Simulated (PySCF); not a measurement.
# CH5GeNO: the cost of one run

The runs use PySCF 2.14.0; levels as typed in each script, gas phase, geometry from GFN2-xTB.

**1. The system as given**

SMILES `O=C[NH][GeH3]`, 9 atoms, charge 0, spin multiplicity 1.

Bond lengths: O1–C2 1.212 Å, C2–N3 1.336 Å, C2–H5 1.102 Å, N3–Ge4 1.859 Å, N3–H6 1.007 Å, Ge4–H7 1.486 Å, Ge4–H8 1.500 Å, Ge4–H9 1.486 Å. Angles: O1–C2–N3 120.0°, O1–C2–H5 122.8°, N3–C2–H5 117.2°, C2–N3–Ge4 110.4°, C2–N3–H6 120.3°, Ge4–N3–H6 129.3°, N3–Ge4–H7 108.1°, N3–Ge4–H8 101.9°, N3–Ge4–H9 108.1°, H7–Ge4–H8 111.7°, H7–Ge4–H9 114.5°, H8–Ge4–H9 111.7°.

As a file:

```xyz
9

O    -1.6623    0.9576    0.0001
C    -1.7454   -0.2518    0.0000
N    -0.6375   -0.9976    0.0000
Ge    0.8730    0.0864    0.0000
H    -2.7106   -0.7833   -0.0002
H    -0.7009   -2.0030   -0.0001
H     0.8647    0.8900    1.2502
H     1.9802   -0.9263   -0.0004
H     0.8643    0.8909   -1.2498
```

**2. Response to an electric field (TPSSh/def2-svpd)**

The input, input.py:

```python
import numpy as np
from pyscf import gto, scf, dft
from pyscf.scf import atom_ks, atom_hf
from scipy.linalg import block_diag

def solve(mol, dm0=None, hcore=None):
    mf = (dft.UKS if mol.spin else dft.RKS)(mol, xc='tpssh')
    mf.grids.level = 3
    mf = mf.density_fit(auxbasis='def2-universal-jkfit')
    mf.conv_tol, mf.max_cycle = 1e-8, 80
    if hcore is not None:
        mf.get_hcore = lambda *args: hcore
    mf.kernel(dm0)
    if not mf.converged:
        mf = mf.newton().run(mf.mo_coeff, mf.mo_occ, max_cycle=30)
    assert mf.converged, 'SCF not converged'
    return mf

mol = gto.M(atom='''
O     -1.66230     0.95759     0.00006
C     -1.74541    -0.25180    -0.00004
N     -0.63748    -0.99755     0.00004
Ge     0.87298     0.08640    -0.00001
H     -2.71064    -0.78329    -0.00021
H     -0.70092    -2.00302    -0.00005
H      0.86474     0.88995     1.25019
H      1.98018    -0.92630    -0.00037
H      0.86433     0.89090    -1.24980
''', basis='def2-svpd', charge=0, spin=0, verbose=4)
field = np.array([0.0, 0.002, 0.0])  # atomic units
mol.set_common_orig(mol.atom_charges() @ mol.atom_coords() / mol.atom_charges().sum())
mf = solve(mol)
out = dict(dm0=mf.make_rdm1(), d0=mf.dip_moment(unit='AU'), e0=mf.e_tot)
for name, sign in (('p', 1), ('m', -1)):
    h = mf.get_hcore() + sign * np.einsum('x,xij->ij', field, mol.intor('int1e_r'))
    mi = solve(mol, mf.make_rdm1(), h)
    out.update({'dm' + name: mi.make_rdm1(), 'd' + name: mi.dip_moment(unit='AU'), 'e' + name: mi.e_tot})
# spherically averaged free atoms, for the promolecule
atm = atom_ks.get_atm_nrks(mol, xc='tpssh')
pro = block_diag(*[(atm[a[0]][2] * atm[a[0]][3]) @ atm[a[0]][2].T for a in mol._atom])
np.savez('result.npz', pro=pro, **out)
```

Launch:

```
OMP_NUM_THREADS=1 python input.py
```

**Question.** How long does this run take on 1 thread of Arm Neoverse V1, shared host, and how much memory does it need?

About 91 s, with a peak of 0.7 GiB.
